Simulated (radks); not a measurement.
# Li⁻ held by a Watson sphere

One table from this session's results is given with a row withheld; the runs are named, their logs left out.

Method: scalar-relativistic Kohn-Sham, LDA (Slater exchange, Perdew-Wang correlation), spin-unpolarised, spherical densities, point nucleus. Code: radks (a radial shooting solver on a logarithmic mesh, Libxc functionals) version 1.

### Starting point

```
element       : lithium (Z = 3)
charge        : -1
electrons     : 4
configuration : [He] 2s2
```

The outer shells:

Li⁻
```
[He] core
2s [↑↓]
```

The first run:

Settings of this run:

```text
Z 3
configuration [He] 2s2
relativity scalar-relativistic
functional lda,pw
spin unpolarised
nucleus point
c 137.035999084
watson charge 1.09 radius 1.71 bohr
response adiabatic LDA kernel
```

Among the steps run: R = 1.71 bohr; R = 1.87 bohr; R = 2.19 bohr; R = 2.62 bohr; R = 2.91 bohr; R = 3.03 bohr; R = 3.38 bohr; R = 3.54 bohr; R = 3.62 bohr.

One of the session's tables, all rows but one given; the rest of the session is left out.

| R (bohr) | highest level (eV) | its <r> (bohr) | sum of <r²> (bohr²) | α (bohr³) |
| --- | --- | --- | --- | --- |
| 1.71 | -5.399 | 3.061 | 23.14 | 73.29 |
| 1.87 | ? | ? | ? | ? |
| 2.19 | -5.164 | 3.215 | 25.26 | 83.33 |
| 2.62 | -4.914 | 3.374 | 27.59 | 96.04 |
| 2.91 | -4.735 | 3.486 | 29.33 | 106.4 |
| 3.03 | -4.661 | 3.533 | 30.07 | 111.1 |
| 3.38 | -4.445 | 3.667 | 32.31 | 126.0 |
| 3.54 | -4.349 | 3.728 | 33.36 | 133.4 |
| 3.62 | -4.301 | 3.758 | 33.88 | 137.3 |

Estimate the missing values for R (bohr) = 1.87.

Worked estimate for «highest level (eV)». A straight line through the neighbours (1.71, -5.399) and (2.19, -5.164) gives -5.399 + (-5.164 + 5.399) × (1.87 − 1.71) / (2.19 − 1.71) = -5.321; a parabola fitted to 3 rows on both sides gives -5.326.

**Answer.** highest level (eV): -5.328; its <r> (bohr): 3.109; sum of <r²> (bohr²): 23.78; α (bohr³): 76.13. In «highest level (eV)» the line misses by +0.007 and the parabola by +0.002.

A wider sphere makes a shallower well, so the ion swells.
